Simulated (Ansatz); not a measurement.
# CH5NSeSi: geometry optimisation in Python

What geometry does CH5NSeSi take? A script is to give a geometry optimisation; the system is CH5NSeSi. SMILES: [SiH3]N=C[SeH].

Computed with the Python package of Ansatz 0.2.0. Level of theory: B3LYP/def2-SVP.

## 1. Starting point

Bond lengths: Si1–N2 1.746 Å, N2–C3 1.277 Å, C3–Se4 1.951 Å, Si1–H5 1.509 Å, Si1–H6 1.529 Å, Si1–H7 1.464 Å, C3–H8 1.066 Å, Se4–H9 1.467 Å. Angles: Si1–N2–C3 124.9°, N2–Si1–H5 109.9°, N2–Si1–H6 109.6°, N2–Si1–H7 113.2°, H5–Si1–H6 105.4°, H5–Si1–H7 109.7°, H6–Si1–H7 108.6°, N2–C3–Se4 123.1°, N2–C3–H8 119.0°, Se4–C3–H8 117.2°, C3–Se4–H9 95.3°.

Input file ch5nsesi.xyz:

```xyz
9

Si   -0.04670    1.03640   -0.89930
N    -0.21670   -0.70020   -0.83310
C    -0.30570   -1.38600    0.24100
Se   -0.17230   -0.59950    2.02200
H    -0.04400    1.49860   -2.33560
H    -1.26970    1.69720   -0.26180
H     1.15450    1.52570   -0.22020
H    -0.30250   -2.45020    0.17740
H     1.29180   -0.66840    2.09250
```

## 2. The script

Contents of opt_ch5nsesi.py:

```python
# -*- coding: utf-8 -*-
'''Minimum-energy structure of CH5NSeSi.'''

from dataclasses import dataclass

import ansatz as az
import numpy as np


@dataclass(frozen=True)
class RunConfig:
    basis_set: str = 'def2-SVP'
    xc: str = 'b3lyp'


settings = RunConfig()

mol = az.Crystal.molecule_from_extxyz('ch5nsesi.xyz')

calculation = (
    mol.calculation()
    .basis(gaussian=settings.basis_set)
    .functional(settings.xc)  # exchange and correlation
)
symbols = [site.symbol for site in mol.cartesian_sites]
start = np.array([site.position_ang for site in mol.cartesian_sites], dtype=float)
rep = calculation.relax(force_tolerance=0.02, max_steps=100).run(threads=1).report
end = np.array(rep['positions_ang'])

print('reference energy %16.6f eV' % rep['reference_energy_ev'])
print('total energy     %16.6f eV' % rep['free_energy_ev'])
print('occupied (up, down):', rep['n_occupied'], ' virtual:', rep['n_virtual'], ' frozen:', rep['n_frozen'])

print('bond        before    after (A)')
for i, j in [(0, 1), (0, 4), (0, 5), (0, 6), (1, 2), (2, 3), (2, 7), (3, 8)]:
    d0, d1 = (np.linalg.norm(xyz[i] - xyz[j]) for xyz in (start, end))
    print(f'{symbols[i]}{i}-{symbols[j]}{j}'.ljust(10), f'{d0:8.4f} {d1:8.4f}')

charges = rep['charge_distribution']
dipole = np.array(charges['dipole_moment_e_ang']) * 4.803205
print('dipole (D): {:.3f} {:.3f} {:.3f}, length {:.3f}'.format(*dipole, np.linalg.norm(dipole)))
print('atom  Mulliken   Lowdin')
for symbol, m, l in zip(symbols, charges['mulliken_charges_e'], charges['lowdin_charges_e']):
    print(f'{symbol:4s} {m:9.3f} {l:8.3f}')
```

## 3. The input behind the calls

The engine receives this input:

```yaml
crystal:
  periodic: [false, false, false]
  atoms:
    - { symbol: Si, position_ang: [-0.0467, 1.0364, -0.8993] }
    - { symbol: "N", position_ang: [-0.2167, -0.7002, -0.8331] }
    - { symbol: C, position_ang: [-0.3057, -1.386, 0.241] }
    - { symbol: Se, position_ang: [-0.1723, -0.5995, 2.022] }
    - { symbol: H, position_ang: [-0.044, 1.4986, -2.3356] }
    - { symbol: H, position_ang: [-1.2697, 1.6972, -0.2618] }
    - { symbol: H, position_ang: [1.1545, 1.5257, -0.2202] }
    - { symbol: H, position_ang: [-0.3025, -2.4502, 0.1774] }
    - { symbol: H, position_ang: [1.2918, -0.6684, 2.0925] }
basis:
  gaussian:
    orbitals: def2-SVP
hamiltonian:
  xc: b3lyp
relax:
  f_tol: 0.02
  max_steps: 100
```

## 4. Launch

On the command line:

```
python opt_ch5nsesi.py
```

Without the output at hand: what should come out? Wanted: total energy; dipole moment; moves of the relaxation; energy gained; last largest force component.

The runs gave:

| quantity | value |
| --- | --- |
| total energy | -75824.4361 eV |
| dipole moment | 1.12 D |
| moves of the relaxation | 31 |
| energy gained | 0.465 eV |
| last largest force component | 0.0062 eV/Å |

**Reading.** After 31 moves the largest shift is 1.400 Å, of atom 9 (H). So large a move can change the bonding: the results belong to the relaxed structure. The end point is the stationary point reached from this start; no frequency run checks that it is a minimum, and the basis set is modest. The Löwdin charges here are taken after orthogonalising the functions within each atom; they differ from plain Löwdin charges, and their signs can be unphysical. b3lyp holds the VWN-RPA fit, as in Gaussian; the form of ORCA and Turbomole is b3lyp5.
